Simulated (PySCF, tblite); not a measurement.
# C6H10O3: Lewis adducts, part 2 of 3

tblite 0.8.0 and PySCF 2.14.0. Atoms count from 0.

## (7) Infrared spectrum with GFN2-xTB

The job: settings as JSON, then the geometry in Å.

```
{"job": {"kind": "ir", "xc": "GFN2-xTB", "basis": "xTB"}, "charge": -1, "multiplicity": 1}
C     -3.449500     0.204372    -0.915230
C     -2.648312    -0.045243     0.108368
C     -1.176933     0.173870     0.125652
O     -0.507548    -0.871735     0.756777
C      0.395010    -0.409511     1.876416
O      0.258687     0.798027     2.192326
O      1.738718    -0.825541     1.455342
C      2.403301     0.130710     0.683124
C      2.434100    -0.226300    -0.805240
H     -4.514972     0.038321    -0.869521
H     -3.071859     0.595954    -1.847299
H     -3.045880    -0.448069     1.030602
H     -0.799357     0.339222    -0.899341
H     -0.942646     1.077769     0.740525
H      3.435673     0.213059     1.061152
H      1.898766     1.097481     0.840120
H      2.985039    -1.153640    -0.955320
H      1.419387    -0.371151    -1.163816
H      2.910532     0.571300    -1.375902
H      0.187617    -1.193890     2.652785
```

The log of the run:

```text
mode    cm-1     km/mol
  1      44.8      1.57
  2      46.6      2.76
  3      74.3      1.66
  4      97.2      2.32
  5     108.3      0.09
  6     178.4      2.24
  7     253.6      6.30
  8     293.5     13.29
  9     322.1     11.60
 10     372.1     19.55
 11     418.6      2.63
 12     486.7     28.98
 13     552.9    105.30
 14     617.0     27.28
 15     681.9    211.05
 16     748.7    240.74
 17     799.2    125.26
 18     834.1      0.15
 19     847.1     16.93
 20     923.8      4.53
 21     933.5     55.74
 22     976.8      6.70
 23    1015.5     13.23
 24    1062.5     36.09
 25    1066.5     48.75
 26    1109.3    115.20
 27    1139.1      5.74
 28    1156.3      5.17
 29    1205.2    201.49
 30    1253.7     10.24
 31    1263.1     20.08
 32    1284.5     30.09
 33    1317.7      7.18
 34    1320.8     23.10
 35    1335.5     19.89
 36    1380.5      3.76
 37    1414.9     51.07
 38    1431.9     19.48
 39    1453.2    257.16
 40    1475.0    133.26
 41    1485.5      0.46
 42    1506.9      1.63
 43    1694.6     64.17
 44    2574.8    411.21
 45    2647.9    125.98
 46    2783.5    132.89
 47    2821.9    122.12
 48    2848.6     65.24
 49    2986.8     91.42
 50    3011.0     61.74
 51    3057.7     20.37
 52    3057.9     36.49
 53    3069.6     41.50
 54    3086.8    131.60
ZPE 418.272  H(298)-E 448.891  G(298)-E 324.523 kJ/mol  S 417.13 J/(mol K)
```

Run time: 0.74 s. Hardware: 1 thread of Intel Xeon Platinum 8559C, shared host; peak memory 0.47 GiB.

Which atoms move in the most intense modes:

| cm⁻¹ | km/mol | atoms |
| --- | --- | --- |
| 682 | 211.1 | C4 34 %, O3 26 % |
| 749 | 240.7 | C4 39 %, O6 19 %, O5 15 % |
| 1205 | 201.5 | H13 58 %, H12 16 % |
| 1453 | 257.2 | C4 35 %, O5 20 %, H13 11 %, H15 11 % |
| 1475 | 133.3 | H15 38 %, H14 33 %, C4 13 % |
| 2575 | 411.2 | H19 92 % |
| 2784 | 132.9 | H12 93 % |
| 3087 | 131.6 | H10 58 %, H9 23 % |

## (8) Relaxing the molecule at PBE0-D3(BJ)/ma-def2-SVP

This step treats C₆H₁₁O₃−, `C=CCO[C@H]([O-])OCC`.

Settings changed since step 7:

```diff
@@ -1,2 +1,2 @@
-{"job": {"kind": "ir", "xc": "GFN2-xTB", "basis": "xTB"}, "charge": -1, "multiplicity": 1}
+{"job": {"xc": "PBE0", "basis": "ma-def2-SVP", "d3": "d3bj", "grid": 1, "kind": "geom"}, "charge": -1, "multiplicity": 1}
 C     -3.449500     0.204372    -0.915230
```

The log of the run:

```text
step   0  E = -460.08925543  max force = 0.021565
step   1  E = -460.09198044  max force = 0.004704
step   2  E = -460.09212169  max force = 0.000970
step   3  E = -460.09217193  max force = 0.001223
step   4  E = -460.09217941  max force = 0.000943
step   5  E = -460.09218552  max force = 0.000431
optimisation converged
```

Wall time 1.7 min (1 thread of Intel Xeon Platinum 8559C, shared host); peak memory 0.98 GiB.

Step by step:

| step | energy from step 0 (eV) | largest force component (eV/Å) |
| --- | --- | --- |
| 0 | 0.0000 | 1.1089 |
| 1 | -0.0742 | 0.2419 |
| 2 | -0.0780 | 0.0499 |
| 3 | -0.0794 | 0.0629 |
| 4 | -0.0796 | 0.0485 |
| 5 | -0.0797 | 0.0222 |

Distances of close pairs at the start and the end, largest changes first:

| bond | before (Å) | after (Å) | change (Å) |
| --- | --- | --- | --- |
| O3–C4 | 1.511 | 1.530 | +0.020 |
| C0–H10 | 1.079 | 1.096 | +0.017 |
| C1–H11 | 1.082 | 1.098 | +0.016 |
| C0–H9 | 1.079 | 1.094 | +0.015 |
| C0–C1 | 1.324 | 1.338 | +0.015 |
| C8–H18 | 1.090 | 1.105 | +0.014 |
| C8–H17 | 1.086 | 1.100 | +0.014 |
| C8–H16 | 1.089 | 1.102 | +0.013 |

The next job starts from the end point, and lists it.

| at the end point | value |
| --- | --- |
| point group (found at 0.08 Å tolerance) | C1 |
| rotational constants (GHz, main isotopes) | 2.695, 0.910, 0.754 |

## (9) Single point (C₆H₁₁O₃−): wB97X-D3(BJ)/ma-def2-SVP

Geometry: PBE0-D3(BJ)/ma-def2-SVP.

The job: settings as JSON, then the geometry in Å.

```
{"job": {"kind": "sp", "xc": "wB97X", "basis": "ma-def2-SVP", "d3": "d3bj", "grid": 2}, "charge": -1, "multiplicity": 1}
C     -3.329916     0.325595    -1.013796
C     -2.604567     0.145045     0.096303
C     -1.139078     0.391301     0.246604
O     -0.508274    -0.715312     0.789015
C      0.420851    -0.428969     1.970621
O      0.345970     0.756422     2.402726
O      1.733783    -0.866113     1.490296
C      2.356965     0.017061     0.611336
C      2.315947    -0.479683    -0.827700
H     -4.407979     0.138818    -1.037319
H     -2.863780     0.665900    -1.945591
H     -3.094771    -0.221419     1.007939
H     -0.711573     0.676612    -0.742335
H     -0.973337     1.250236     0.935467
H      3.413283     0.141138     0.925936
H      1.887440     1.015535     0.698756
H      2.808099    -1.462233    -0.912432
H      1.274048    -0.601010    -1.157325
H      2.829472     0.223864    -1.507130
H      0.158923    -1.275107     2.651998
```

The log of the run:

```text
coarse grid: 16600 points
cycle   1  E = -460.4279100728  dE =  1.278e+00  |g| = 1.100e+00  |ddm| = 4.874e+00
cycle   2  E = -460.4041461030  dE =  2.376e-02  |g| = 1.237e+00  |ddm| = 3.353e+00
cycle   3  E = -460.6787330266  dE = -2.746e-01  |g| = 9.093e-02  |ddm| = 2.066e+00
cycle   4  E = -460.6798148385  dE = -1.082e-03  |g| = 6.530e-02  |ddm| = 1.999e-01
cycle   5  E = -460.6806268723  dE = -8.120e-04  |g| = 1.149e-02  |ddm| = 9.645e-02
cycle   6  E = -460.6806594236  dE = -3.255e-05  |g| = 3.520e-03  |ddm| = 3.049e-02
cycle   7  E = -460.6806632120  dE = -3.788e-06  |g| = 8.625e-04  |ddm| = 8.498e-03
final grid: 159968 points
cycle   8  E = -460.7672975204  dE = -3.498e-05  |g| = 8.890e-03  |ddm| = 5.145e-02
cycle   9  E = -460.7672962410  dE =  1.279e-06  |g| = 9.660e-03  |ddm| = 1.888e-02
cycle  10  E = -460.7673125543  dE = -1.631e-05  |g| = 3.315e-04  |ddm| = 9.499e-03
cycle  11  E = -460.7673125832  dE = -2.884e-08  |g| = 3.046e-04  |ddm| = 1.435e-03
cycle  12  E = -460.7673126023  dE = -1.913e-08  |g| = 5.978e-05  |ddm| = 4.688e-04
cycle  13  E = -460.7673126034  dE = -1.080e-09  |g| = 2.111e-05  |ddm| = 2.046e-04
converged SCF energy = -460.7673126034
```

It took 16 s on 1 thread of Intel Xeon Platinum 8559C, shared host; peak memory 1 GiB.

## (10) Single point (C₆H₁₁O₃−): wB97X-D3(BJ)/ma-def2-SVP in ethanol

Geometry: PBE0-D3(BJ)/ma-def2-SVP.

Settings changed since step 9:

```diff
@@ -1,2 +1,2 @@
-{"job": {"kind": "sp", "xc": "wB97X", "basis": "ma-def2-SVP", "d3": "d3bj", "grid": 2}, "charge": -1, "multiplicity": 1}
+{"job": {"kind": "sp", "xc": "wB97X", "basis": "ma-def2-SVP", "d3": "d3bj", "grid": 2, "solvent": "ethanol"}, "charge": -1, "multiplicity": 1}
 C     -3.329916     0.325595    -1.013796
```

The log of the run:

```text
final grid: 159968 points
cycle   1  E = -460.8587999348  dE = -4.448e-03  |g| = 3.902e-02  |ddm| = 7.074e-01
cycle   2  E = -460.8592741269  dE = -4.742e-04  |g| = 2.888e-02  |ddm| = 1.858e-01
cycle   3  E = -460.8594719129  dE = -1.978e-04  |g| = 7.863e-03  |ddm| = 4.705e-02
cycle   4  E = -460.8595078199  dE = -3.591e-05  |g| = 3.358e-03  |ddm| = 4.642e-02
cycle   5  E = -460.8595117421  dE = -3.922e-06  |g| = 8.279e-04  |ddm| = 1.224e-02
cycle   6  E = -460.8595120694  dE = -3.273e-07  |g| = 4.750e-04  |ddm| = 4.783e-03
cycle   7  E = -460.8595121454  dE = -7.593e-08  |g| = 1.237e-04  |ddm| = 2.265e-03
cycle   8  E = -460.8595121545  dE = -9.098e-09  |g| = 4.571e-05  |ddm| = 9.904e-04
converged SCF energy = -460.8595121545
```

It took 17 s on 1 thread of Intel Xeon Platinum 8559C, shared host; peak memory 1.3 GiB.

## (11) Single point (C6H10O3): wB97X-D3(BJ)/ma-def2-SVP in ethanol

Geometry: PBE0-D3(BJ)/ma-def2-SVP.

The job: settings as JSON, then the geometry in Å.

```
{"job": {"kind": "sp", "xc": "wB97X", "basis": "ma-def2-SVP", "d3": "d3bj", "grid": 2, "solvent": "ethanol"}, "charge": 0, "multiplicity": 1}
C     -3.456403     0.159416     1.092869
C     -2.832553    -0.545447     0.148436
C     -2.032698     0.067446    -0.955506
O     -0.677897    -0.389551    -0.930947
C      0.160006     0.291406    -0.154017
O     -0.099483     1.297435     0.455768
O      1.338310    -0.315414    -0.173183
C      2.371140     0.302290     0.595516
C      3.618474    -0.530274     0.453742
H     -4.048551    -0.328881     1.871175
H     -3.393863     1.251511     1.122573
H     -2.891787    -1.640194     0.147019
H     -2.411658    -0.252916    -1.936827
H     -2.054530     1.165345    -0.898321
H      2.040956     0.373588     1.644077
H      2.520755     1.331082     0.230697
H      3.455752    -1.552886     0.823569
H      3.937128    -0.589239    -0.596988
H      4.433989    -0.077956     1.036847
```

The log of the run:

```text
final grid: 154592 points
cycle   1  E = -460.1706576078  dE = -8.773e-04  |g| = 1.811e-02  |ddm| = 3.344e-01
cycle   2  E = -460.1707255842  dE = -6.798e-05  |g| = 1.516e-02  |ddm| = 6.250e-02
cycle   3  E = -460.1707687591  dE = -4.317e-05  |g| = 3.872e-03  |ddm| = 2.536e-02
cycle   4  E = -460.1707739613  dE = -5.202e-06  |g| = 1.642e-03  |ddm| = 1.313e-02
cycle   5  E = -460.1707747210  dE = -7.597e-07  |g| = 4.986e-04  |ddm| = 3.662e-03
cycle   6  E = -460.1707747899  dE = -6.893e-08  |g| = 1.055e-04  |ddm| = 1.036e-03
cycle   7  E = -460.1707747958  dE = -5.900e-09  |g| = 3.778e-05  |ddm| = 4.904e-04
converged SCF energy = -460.1707747958
```

Run time: 14 s. Hardware: 1 thread of Intel Xeon Platinum 8559C, shared host; peak memory 1.2 GiB.

## (12) Geometry optimisation with GFN2-xTB

This step treats C₆H₁₀FO₃−, `C=CCO[C@@]([O-])(F)OCC`.

The job: settings as JSON, then the geometry in Å.

```
{"job": {"kind": "relax", "xc": "GFN2-xTB", "basis": "xTB"}, "charge": -1, "multiplicity": 1}
C     -3.440200     0.153300     1.087600
C     -2.843300    -0.536800     0.125400
C     -2.015200     0.059800    -0.952300
O     -0.680400    -0.374900    -0.951500
C      0.156800     0.287600    -0.142700
O     -0.110500     1.295700     0.447000
O      1.338700    -0.309600    -0.184200
C      2.382600     0.311300     0.600500
C      3.627500    -0.537100     0.452500
H     -4.057900    -0.331600     1.876500
H     -3.400800     1.247500     1.115700
H     -2.900200    -1.646900     0.146900
H     -2.422800    -0.250600    -1.920200
H     -2.047100     1.163400    -0.907200
H      2.033500     0.390500     1.644600
H      2.514400     1.333000     0.251700
H      3.457000    -1.546700     0.826600
H      3.933600    -0.600700    -0.600500
H      4.431900    -0.072100     1.045200
F     -0.099300    -0.491300     0.938300
```

The log of the run:

```text
step      E/eV     max force
  0    -951.39857   13.208
  1    -954.28448    4.032
  2    -954.76580    1.782
  3    -954.97866    0.868
  4    -955.02717    0.464
  5    -955.04624    0.373
  6    -955.06100    0.337
  7    -955.07012    0.243
  8    -955.07436    0.215
  9    -955.07698    0.154
 10    -955.07945    0.128
 11    -955.08197    0.134
 12    -955.08338    0.094
 13    -955.08473    0.087
 14    -955.08608    0.095
 15    -955.08762    0.099
 16    -955.08889    0.088
 17    -955.08977    0.071
 18    -955.09036    0.066
 19    -955.09079    0.051
 20    -955.09113    0.046
 21    -955.09141    0.049
 22    -955.09167    0.040
 23    -955.09197    0.048
 24    -955.09231    0.046
 25    -955.09265    0.053
 26    -955.09292    0.041
 27    -955.09312    0.037
 28    -955.09329    0.037
 29    -955.09351    0.046
 30    -955.09376    0.052
 31    -955.09403    0.034
 32    -955.09432    0.047
 33    -955.09468    0.054
 34    -955.09521    0.090
 35    -955.09591    0.105
 36    -955.09662    0.078
 37    -955.09721    0.052
 38    -955.09771    0.051
 39    -955.09827    0.064
 40    -955.09888    0.063
 41    -955.09939    0.048
 42    -955.09979    0.041
 43    -955.10017    0.065
 44    -955.10063    0.075
 45    -955.10115    0.056
 46    -955.10165    0.051
 47    -955.10212    0.060
 48    -955.10260    0.064
 49    -955.10310    0.053
 50    -955.10353    0.049
 51    -955.10381    0.038
 52    -955.10400    0.043
 53    -955.10419    0.038
 54    -955.10458    0.060
 55    -955.10501    0.077
 56    -955.10558    0.072
 57    -955.10623    0.069
 58    -955.10704    0.068
 59    -955.10802    0.072
 60    -955.10917    0.091
 61    -955.11036    0.080
 62    -955.11144    0.080
 63    -955.11236    0.067
 64    -955.11315    0.110
 65    -955.11364    0.083
 66    -955.11466    0.094
 67    -955.11563    0.112
 68    -955.11641    0.079
 69    -955.11719    0.065
 70    -955.11793    0.054
 71    -955.11867    0.051
 72    -955.11931    0.066
 73    -955.11965    0.095
 74    -955.12005    0.038
 75    -955.12023    0.034
 76    -955.12040    0.030
 77    -955.12062    0.034
 78    -955.12098    0.060
 79    -955.12139    0.069
 80    -955.12196    0.056
 81    -955.12240    0.038
 82    -955.12268    0.042
 83    -955.12291    0.040
 84    -955.12311    0.039
 85    -955.12323    0.061
 86    -955.12340    0.035
 87    -955.12358    0.029
 88    -955.12385    0.035
 89    -955.12406    0.031
 90    -955.12421    0.026
 91    -955.12433    0.027
 92    -955.12447    0.031
 93    -955.12468    0.040
 94    -955.12494    0.041
 95    -955.12524    0.037
 96    -955.12561    0.042
 97    -955.12616    0.054
 98    -955.12685    0.101
 99    -955.12744    0.081
100    -955.12827    0.088
101    -955.12883    0.057
102    -955.12914    0.048
103    -955.12942    0.036
104    -955.12963    0.042
105    -955.12979    0.017
106    -955.12987    0.018
107    -955.12996    0.029
108    -955.13005    0.029
109    -955.13017    0.039
110    -955.13035    0.024
111    -955.13054    0.028
112    -955.13071    0.029
113    -955.13087    0.030
114    -955.13114    0.043
115    -955.13151    0.054
116    -955.13193    0.063
117    -955.13228    0.106
118    -955.13286    0.068
119    -955.13380    0.071
120    -955.13600    0.121
121    -955.13751    0.125
122    -955.13756    0.247
123    -955.14040    0.114
124    -955.14147    0.061
125    -955.14289    0.128
126    -955.14374    0.133
127    -955.14469    0.119
128    -955.14533    0.103
129    -955.14567    0.058
130    -955.14602    0.069
131    -955.14663    0.083
132    -955.14697    0.057
133    -955.14746    0.067
134    -955.14792    0.059
135    -955.14837    0.061
136    -955.14894    0.059
137    -955.14996    0.109
138    -955.15134    0.126
139    -955.15218    0.218
140    -955.15460    0.135
141    -955.15655    0.110
142    -955.15906    0.144
143    -955.16115    0.166
144    -955.16281    0.226
145    -955.16608    0.095
146    -955.16881    0.202
147    -955.17106    0.246
148    -955.17298    0.131
149    -955.17549    0.148
150    -955.17735    0.207
151    -955.17899    0.139
152    -955.18099    0.239
153    -955.18208    0.124
154    -955.18290    0.070
155    -955.18329    0.166
156    -955.18379    0.078
157    -955.18413    0.044
158    -955.18429    0.033
159    -955.18444    0.037
160    -955.18460    0.030
161    -955.18470    0.033
162    -955.18483    0.032
163    -955.18497    0.037
164    -955.18509    0.028
165    -955.18523    0.042
166    -955.18540    0.026
167    -955.18563    0.048
168    -955.18594    0.040
169    -955.18629    0.040
170    -955.18661    0.039
171    -955.18688    0.038
172    -955.18708    0.029
173    -955.18724    0.034
174    -955.18738    0.035
175    -955.18748    0.034
176    -955.18757    0.031
177    -955.18767    0.026
178    -955.18780    0.023
179    -955.18796    0.030
180    -955.18817    0.033
181    -955.18841    0.036
182    -955.18868    0.037
183    -955.18898    0.037
184    -955.18920    0.037
185    -955.18930    0.030
186    -955.18936    0.012
187    -955.18938    0.011
188    -955.18941    0.009
```

Wall time 2.4 s (1 thread of Intel Xeon Platinum 8559C, shared host).

Along the way: (not every step is listed)

| step | energy from step 0 (eV) | largest force (eV/Å) |
| --- | --- | --- |
| 0 | 0.0000 | 13.2075 |
| 1 | -2.8859 | 4.0324 |
| 2 | -3.3672 | 1.7821 |
| 3 | -3.5801 | 0.8679 |
| 4 | -3.6286 | 0.4638 |
| 5 | -3.6477 | 0.3731 |
| 6 | -3.6624 | 0.3373 |
| 7 | -3.6716 | 0.2432 |
| 8 | -3.6758 | 0.2152 |
| 25 | -3.6941 | 0.0527 |
| 42 | -3.7012 | 0.0415 |
| 59 | -3.7095 | 0.0724 |
| 76 | -3.7218 | 0.0300 |
| 93 | -3.7261 | 0.0404 |
| 110 | -3.7318 | 0.0239 |
| 127 | -3.7461 | 0.1190 |
| 144 | -3.7642 | 0.2264 |
| 161 | -3.7861 | 0.0335 |
| 178 | -3.7892 | 0.0233 |
| 183 | -3.7904 | 0.0373 |
| 184 | -3.7906 | 0.0372 |
| 185 | -3.7907 | 0.0302 |
| 186 | -3.7908 | 0.0119 |
| 187 | -3.7908 | 0.0106 |
| 188 | -3.7908 | 0.0092 |

Distances of close pairs at the start and the end, largest changes first:

| bond | before (Å) | after (Å) | change (Å) |
| --- | --- | --- | --- |
| C4–F19 | 1.357 | 1.556 | +0.200 |
| C4–O6 | 1.325 | 1.406 | +0.081 |
| O3–C4 | 1.339 | 1.413 | +0.074 |
| O6–C7 | 1.446 | 1.405 | -0.041 |
| C0–H9 | 1.113 | 1.079 | -0.034 |
| C4–O5 | 1.198 | 1.230 | +0.032 |
| C1–H11 | 1.112 | 1.080 | -0.031 |
| C0–H10 | 1.095 | 1.080 | -0.016 |

The end geometry stands in the next job.

## (13) Harmonic vibrations with GFN2-xTB

The job: settings as JSON, then the geometry in Å.

```
{"job": {"kind": "ir", "xc": "GFN2-xTB", "basis": "xTB"}, "charge": -1, "multiplicity": 1}
C     -4.253010    -0.062749     0.174363
C     -2.969399    -0.072303     0.487133
C     -1.855230     0.231256    -0.461678
O     -0.718001    -0.560807    -0.236665
C      0.279280     0.108795     0.507265
O      0.369762     1.333590     0.437470
O      1.409396    -0.696821     0.281327
C      2.593603    -0.135463     0.787469
C      3.744363    -0.360391    -0.187988
H     -5.024308    -0.264922     0.900932
H     -4.591569     0.158198    -0.826865
H     -2.635614    -0.297439     1.489734
H     -2.169821     0.085132    -1.503712
H     -1.539028     1.282997    -0.321120
H      2.827834    -0.592551     1.762465
H      2.422239     0.940053     0.933281
H      3.908168    -1.425462    -0.335475
H      3.500585     0.088027    -1.147577
H      4.655256     0.092881     0.200475
F     -0.096344    -0.308088     1.959045
```

The log of the run:

```text
mode    cm-1     km/mol
  1      23.6      2.48
  2      43.4      2.08
  3      51.8      2.36
  4      71.1      2.38
  5      81.1      1.53
  6     168.4      5.48
  7     219.3      4.87
  8     277.1      3.13
  9     297.6     13.31
 10     330.0     15.21
 11     361.5     52.04
 12     410.1      0.78
 13     426.4    106.40
 14     455.8      6.92
 15     526.4      9.04
 16     625.5      2.15
 17     668.7      9.21
 18     708.1    296.11
 19     820.2     18.52
 20     862.9     20.02
 21     886.7     96.90
 22     911.3     93.04
 23     935.6    100.77
 24     976.8     34.53
 25     980.9    563.98
 26    1026.1     19.04
 27    1080.3    115.73
 28    1094.3     42.80
 29    1135.2     27.50
 30    1141.5     45.83
 31    1156.8     11.73
 32    1216.3     32.88
 33    1255.8     12.58
 34    1257.2      5.69
 35    1311.7      4.09
 36    1337.9      3.03
 37    1382.7      0.76
 38    1413.2     18.05
 39    1427.2      2.23
 40    1469.2      3.99
 41    1485.1      0.43
 42    1504.8      1.59
 43    1571.2    572.96
 44    1705.6     25.81
 45    2778.3     53.29
 46    2831.5     94.64
 47    2873.3     93.54
 48    2887.2     32.40
 49    3006.1     77.43
 50    3028.1     48.64
 51    3041.2     32.17
 52    3069.1     50.04
 53    3079.1     38.48
 54    3097.5     67.97
ZPE 399.457  H(298)-E 432.838  G(298)-E 302.273 kJ/mol  S 437.92 J/(mol K)
```

It took 0.78 s on 1 thread of Intel Xeon Platinum 8559C, shared host.

Which atoms move in the most intense modes:

| cm⁻¹ | km/mol | atoms |
| --- | --- | --- |
| 426 | 106.4 | F19 68 %, O5 13 % |
| 708 | 296.1 | C4 59 %, O5 21 %, O3 11 % |
| 887 | 96.9 | C4 19 %, O6 19 %, O5 14 % |
| 936 | 100.8 | C4 15 %, H9 15 % |
| 981 | 564.0 | C4 45 %, O6 22 % |
| 1080 | 115.7 | C2 24 %, C7 24 %, O3 18 %, C8 12 % |
| 1571 | 573.0 | C4 60 %, O5 34 % |
| 2832 | 94.6 | H14 91 % |

## (14) Geometry optimisation at PBE0-D3(BJ)/ma-def2-SVP

This step treats C₆H₁₀FO₃−, `C=CCO[C@@]([O-])(F)OCC`.

Settings changed since step 13:

```diff
@@ -1,2 +1,2 @@
-{"job": {"kind": "ir", "xc": "GFN2-xTB", "basis": "xTB"}, "charge": -1, "multiplicity": 1}
+{"job": {"xc": "PBE0", "basis": "ma-def2-SVP", "d3": "d3bj", "grid": 1, "kind": "geom"}, "charge": -1, "multiplicity": 1}
 C     -4.253010    -0.062749     0.174363
```

The log of the run:

```text
step   0  E = -559.20603509  max force = 0.018450
step   1  E = -559.20899421  max force = 0.001654
step   2  E = -559.20931325  max force = 0.001955
step   3  E = -559.20956644  max force = 0.002465
step   4  E = -559.20971810  max force = 0.000811
step   5  E = -559.20975181  max force = 0.000395
step   6  E = -559.20978398  max force = 0.000486
step   7  E = -559.20982135  max force = 0.000513
step   8  E = -559.20983205  max force = 0.000496
step   9  E = -559.20983629  max force = 0.000224
optimisation converged
```

Run time: 3.5 min. Hardware: 1 thread of Intel Xeon Platinum 8559C, shared host; peak memory 1.1 GiB.

Relaxation path:

| step | energy from step 0 (eV) | largest force component (eV/Å) |
| --- | --- | --- |
| 0 | 0.0000 | 0.9487 |
| 1 | -0.0805 | 0.0851 |
| 2 | -0.0892 | 0.1005 |
| 3 | -0.0961 | 0.1268 |
| 4 | -0.1002 | 0.0417 |
| 5 | -0.1011 | 0.0203 |
| 6 | -0.1020 | 0.0250 |
| 7 | -0.1030 | 0.0264 |
| 8 | -0.1033 | 0.0255 |
| 9 | -0.1034 | 0.0115 |

Close pairs (by a distance rule), those that changed most:

| bond | before (Å) | after (Å) | change (Å) |
| --- | --- | --- | --- |
| C4–F19 | 1.556 | 1.531 | -0.025 |
| C0–H10 | 1.080 | 1.097 | +0.017 |
| C0–C1 | 1.321 | 1.337 | +0.016 |
| C1–H11 | 1.080 | 1.096 | +0.016 |
| C0–H9 | 1.079 | 1.094 | +0.016 |
| C8–H17 | 1.087 | 1.102 | +0.015 |
| C8–H16 | 1.088 | 1.102 | +0.014 |
| C8–H18 | 1.089 | 1.103 | +0.014 |

The final coordinates are the input of the step that follows.

| at the end point | value |
| --- | --- |
| point group (found at 0.08 Å tolerance) | C1 |
| rotational constants (GHz, main isotopes) | 3.778, 0.602, 0.598 |

(Continued in part 3 of 3.)
